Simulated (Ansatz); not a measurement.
# Two structures of Cd: comparison of enthalpies under pressure, by script

The task here is to estimate one member of a computed series from the others.

Program: Ansatz 0.2.0, driven from Python. Level of theory: DFT LDA, plane waves, PAW. These are calculated values, not measurements.

**Starting point**

Cd Fd-3m: The structure is cubic, space group Fd-3m (No. 227). Conventional cell: a = 6.080 Å, b = 6.080 Å, c = 6.080 Å, α = 90.00°, β = 90.00°, γ = 90.00°. Around Cd (site symmetry -43m) lie 4 Cd at 2.63 Å.

Cd Fm-3m: It takes space group Fm-3m (No. 225, cubic). The conventional cell has a = 4.420 Å, b = 4.420 Å, c = 4.420 Å, α = 90.00°, β = 90.00°, γ = 90.00°. Cd (site symmetry m-3m) is surrounded by 12 Cd at 3.13 Å.

No structure file is read: the coordinates are typed or built in the script.

The first run:

Contents of cd_transition.py:

```python
# -*- coding: utf-8 -*-
"""Pressure at which two phases of Cd cross."""

import warnings

import ansatz as az
import numpy as np


def diamond(a_site, a):
    return az.Crystal.diamond(a_site, a=a)


def fcc(a_site, a):
    return (
        az.Lattice.fcc(a)
        .space_group(225)
        .atom(a_site, [0, 0, 0])
        .primitive()
    )


def ground_state(name, crystal, pressure=0.0):
    calc = (
        crystal.calculation()
        .functional("lda")
        .scf(tolerance=1e-07)
        .basis(500)
        .kpoints(spacing=0.33)
        .occupations("gaussian", width=0.1)
    )
    calc = calc.relax(force_tolerance=0.03, max_steps=40, cell=True, pressure=pressure)
    return calc.run(threads=1, pin="off")


def volume_per_atom(outcome):
    return abs(np.linalg.det(outcome.lattice.cell_ang)) / len(outcome.lattice.sites)

warnings.simplefilter("ignore", az.DeckWarning)

phases = {}
phases["diamond"] = diamond("Cd", 6.08)
phases["fcc"] = fcc("Cd", 4.42)

# enthalpy per atom at each pressure
pressures = [0, 10, 20, 30]
enthalpy, volume = {name: [] for name in phases}, {name: [] for name in phases}
for p in pressures:
    for name, crystal in phases.items():
        o = ground_state(name, crystal, pressure=p)
        volume[name].append(volume_per_atom(o))
        enthalpy[name].append(o.report["energy_sigma0_ev"] / len(o.lattice.sites) + p * volume[name][-1] / 160.21766)
gap = np.array(enthalpy["fcc"]) - np.array(enthalpy["diamond"])
rows = [(p, va, vb, 1000 * d) for p, va, vb, d in zip(pressures, volume["diamond"], volume["fcc"], gap)]
print("   P (GPa)  V diamond (A^3/atom)  V fcc (A^3/atom)  H(fcc) - H(diamond) (meV/atom)")
for row in rows:
    print(f"{row[0]:10d}  {row[1]:20.3f}  {row[2]:16.3f}  {row[3]:+30.1f}")
crossings = [p0 - g0 * (p1 - p0) / (g1 - g0) for p0, p1, g0, g1 in zip(pressures, pressures[1:], gap, gap[1:]) if g0 * g1 < 0]
print("crossing near", [round(float(p), 1) for p in crossings], "GPa") if crossings else print("no crossing in this range")
```

Run with:

```console
> python cd_transition.py
```

Among the steps run: Launch.

One of the session's tables, all rows but one given; the rest of the session is left out.

Enthalpy H = E + pV of the second structure less the first:

| pressure (GPa) | ΔH (meV/atom) |
| --- | --- |
| 0 | -498.7 |
| 10 | -1087.9 |
| 20 | ? |
| 30 | -1935.5 |

Q: Estimate the row for pressure (GPa) = 20 from the others.

Worked estimate for «ΔH (meV/atom)». A straight line through the neighbours (10, -1087.9) and (30, -1935.5) gives -1087.9 + (-1935.5 + 1087.9) × (20 − 10) / (30 − 10) = -1511.7; a parabola fitted to 3 rows on both sides gives -1566.8.

As computed: ΔH (meV/atom): -1543.8. In «ΔH (meV/atom)» the line misses by +32.1 and the parabola by -23.0.

Caveats from the session: Reading the output:
- At a fixed pressure a relaxation lowers the enthalpy F + PV, while F alone can rise.
- The program warned that this SCF threshold is loose for forces or stresses.
- Only these two structures are compared, at zero temperature and with their symmetry kept; either may be hypothetical, and another phase may be lower than both. Warnings in the runs' records: stress scf threshold loose.
